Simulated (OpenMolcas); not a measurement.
**Ta⁴⁺ among point charges: CASSCF and CASPT2 levels and susceptibility**

How does a field of 5 point charges split the states of Ta⁴⁺, and what χT follows?

Method: state-averaged CASSCF and CASPT2, spin-orbit coupling by RASSI with atomic mean-field integrals. Code: OpenMolcas 26.06.

## 1. What is computed

```
Species                           : Ta⁴⁺ (tantalum, Z = 73, 69 electrons)
Basis                             : ANO-RCC-VTZP [8s7p5d3f2g1h], 104 functions
Scalar Hamiltonian                : DKH2, point nucleus
Inactive shells                   : 1s 2s 2p 3s 3p 3d 4s 4p 4d 4f 5s 5p
Active space                      : 1 electron in 5 orbitals (5d)
Some configurations of this space : 5d
Orbitals                          : optimised for each spin and parity, averaged over all roots
```

The outer shells:

5d
```
5d [↑ ][  ][  ][  ][  ]
```

The ion sits among 5 point charges of -1 e arranged as a trigonal bipyramid (D3h), 1.83 Å from the ion, with the axial distance 1.684 Å.

Each step is its own input file, run in one work folder so that later steps find the files of earlier ones. Labels, J, g values, rates, χT and fits are worked out afterwards by a script from the matrices that RASSI stores.

## 2. One- and two-electron integrals

Contents of a.inp:

```
&GATEWAY
Coord
1

Ta 0.0 0.0 0.0
Basis=ANO-RCC-VTZP
Group=NoSym
NoMove
AngMom=0.0 0.0 0.0
AMFI
XField
5 Angstrom 0
1.830000 0.000000 0.000000 -1.000000
-0.915000 1.584826 0.000000 -1.000000
-0.915000 -1.584826 0.000000 -1.000000
0.000000 0.000000 1.683600 -1.000000
0.000000 0.000000 -1.683600 -1.000000
&SEWARD
```

On the command line:

```sh
OMP_NUM_THREADS=1 MOLCAS_MEM=1689 MOLCAS_PROJECT=a pymolcas a.inp > a.log
```

## 3. Reference wave functions, doublets, 5 roots

Contents of a.inp:

```
&RASSCF
FileOrb=start.orb
Symmetry=1
Spin=2
nActEl=1 0 0
Inactive=34
Ras2=5
CIRoot=5 5 1
SDav=5
CIMx=300
Iter=120 100
PrWF=0.3
OrbListing=Nothing
MaxOrb=0
>>> COPY $Project.JobIph JOB001
```

start.orb holds the contracted functions of the basis, ordered by shell, or the orbitals of the step before.

## 4. RASSI: spin-orbit coupling between the states

Contents of a.inp:

```
&RASSI
NrOfJobIphs=1 5
1 2 3 4 5
IphNames
JOB001
EJob
SpinOrbit
DIPRint=1.0
SOCoupling=1000.0
Subsets=2
Property=9
'ANGMOM' 1 'ANGMOM' 2 'ANGMOM' 3 'MLTPL  1' 1 'MLTPL  1' 2 'MLTPL  1' 3
'AMFI' 1 'AMFI' 2 'AMFI' 3
SOProperty=3
'ANGMOM' 1 'ANGMOM' 2 'ANGMOM' 3
```

## 5. CASPT2: IPEA 0.25, imaginary shift 0.1 (closed shells correlated: 4f 5s 5p)

Contents of a.inp:

```
>>> COPY JOB001 $Project.JobIph
&CASPT2
Multistate=5 1 2 3 4 5
NoMult
Frozen=23
IPEA=0.25
Imaginary=0.1
MaxIter=60
WThr=0.0 0.3 0.05
PrWF=0.5
NoMix
```

(Steps that only read results are left out.)

**Question.** What will these runs give? Wanted: spin-free ground state; first state of the same spin within the active space; lowest level; next level.

The runs gave:

| quantity | value |
| --- | --- |
| method | SS-CASPT2, IPEA 0.25, imaginary shift 0.1 (closed shells correlated: 4f 5s 5p) |
| spin-free ground state | 2E, 2-fold in its orbital part |
| first state of the same spin within the active space | 2E at 1070 cm⁻¹ |
| lowest level | 2-fold E3/2, g = 0.00, 0.00, 2.23 |
| next level | 2741.3 cm⁻¹ |
| χT at 300 K | 0.18 cm³ K/mol |
| effective moment at 300 K | 1.19 μB |

Cost by method:

```tsv
method	time of its own steps	time with the reference
A. CASSCF	18 s	18 s
B. SS-CASPT2, IPEA 0.25, imaginary shift 0.1, +4f 5s 5p	11 s	28 s
```

Times are of one thread on a shared host.

In words: The spin-free ground state (2E) comes to 100 % from free-ion D terms and keeps the highest spin of the shell. χT at 300 K is 0.18, against 0.38 cm³ K/mol for the spin alone, so orbital moment lowers it. CASPT2 does not keep the components of a term degenerate, and the means are used. The field of point charges can differ much from that of real complexes. This is an electrostatic model: the charges have no orbitals.
